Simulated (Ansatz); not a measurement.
# C₂H₅OSi radical: small, medium and large basis sets

The task here is to estimate one member of a computed series from the others.

Program: Ansatz 0.2.0, Gaussian basis. Level of theory: one geometry, several basis sets. These are calculated values, not measurements.

Plan: PBE0-D4/def2-SVP; ωB97M-V/def2-SVP; PBE0-D4/def2-QZVPP; ωB97M-V/def2-QZVPP; the functionals' def2-TZVPP values are taken from earlier runs.

### The relaxed structure

The geometry comes from an earlier relaxation with PBE0-D4 in a triple-zeta def2 set; it is a stationary point, not always the lowest conformer.

SMILES `C=C[SiH]O`, 9 atoms, charge 0, spin multiplicity 2.

Atoms are counted from 1 here; the program's logs count them from 0.

Bond lengths: C1–C2 1.336 Å, C1–H5 1.086 Å, C1–H6 1.086 Å, C2–Si3 1.845 Å, C2–H7 1.090 Å, Si3–O4 1.652 Å, Si3–H8 1.487 Å, O4–H9 0.958 Å. Angles: C2–C1–H5 122.2°, C2–C1–H6 121.8°, H5–C1–H6 116.0°, C1–C2–Si3 124.3°, C1–C2–H7 118.3°, Si3–C2–H7 117.2°, C2–Si3–O4 113.2°, C2–Si3–H8 112.2°, O4–Si3–H8 106.3°, Si3–O4–H9 117.3°.

Set-up of the first run:

Input file in.yaml:

```yaml
crystal:
  periodic: [false, false, false]
  atoms:
    - {symbol: C, position_ang: [-0.108203, 1.177349, -0.835405]}
    - {symbol: C, position_ang: [0.605626, 0.054938, -0.712574]}
    - {symbol: Si, position_ang: [0.443534, -1.132038, 0.689959]}
    - {symbol: O, position_ang: [-0.838208, -0.801194, 1.678172]}
    - {symbol: H, position_ang: [0.052839, 1.879432, -1.648142]}
    - {symbol: H, position_ang: [-0.898683, 1.432006, -0.135113]}
    - {symbol: H, position_ang: [1.384833, -0.144995, -1.447569]}
    - {symbol: H, position_ang: [0.260142, -2.531926, 0.222670]}
    - {symbol: H, position_ang: [-0.813381, 0.020227, 2.171003]}
basis:
  gaussian: {orbitals: def2-SVP}
magnetization: {spin_polarized: true, initial_magnetization: 1}
hamiltonian: {xc: pbe0, dispersion: d4}
output: {orbitals: {seedname: orbitals}}
```

Started as:

```console
$ ansatz run in.yaml --threads 4 --pin off --events-out ev --progress --plain --max-ram 10444MiB
```

Steps of the session up to this table: PBE0-D4 in def2-SVP; ωB97M-V in def2-SVP; PBE0-D4 in def2-QZVPP; ωB97M-V in def2-QZVPP.

One of the session's tables, all rows but one given; the rest of the session is left out.

It belongs to the step «Functionals by basis». 

```
functional       basis  HOMO (eV)  LUMO (eV)
   PBE0-D4    def2-SVP      -5.42      -1.96
   PBE0-D4  def2-TZVPP      -5.53      -2.04
   PBE0-D4  def2-QZVPP      -5.56      -2.10
   ωB97M-V    def2-SVP          ?          ?
   ωB97M-V  def2-TZVPP      -7.23      -0.39
   ωB97M-V  def2-QZVPP      -7.27      -0.48
```

**Question.** Estimate the row for ωB97M-V, def2-SVP.

As computed: HOMO (eV): -7.11; LUMO (eV): -0.23. In the column «HOMO (eV)» it lies between ωB97M-V, def2-TZVPP (-7.23) and PBE0-D4, def2-QZVPP (-5.56).
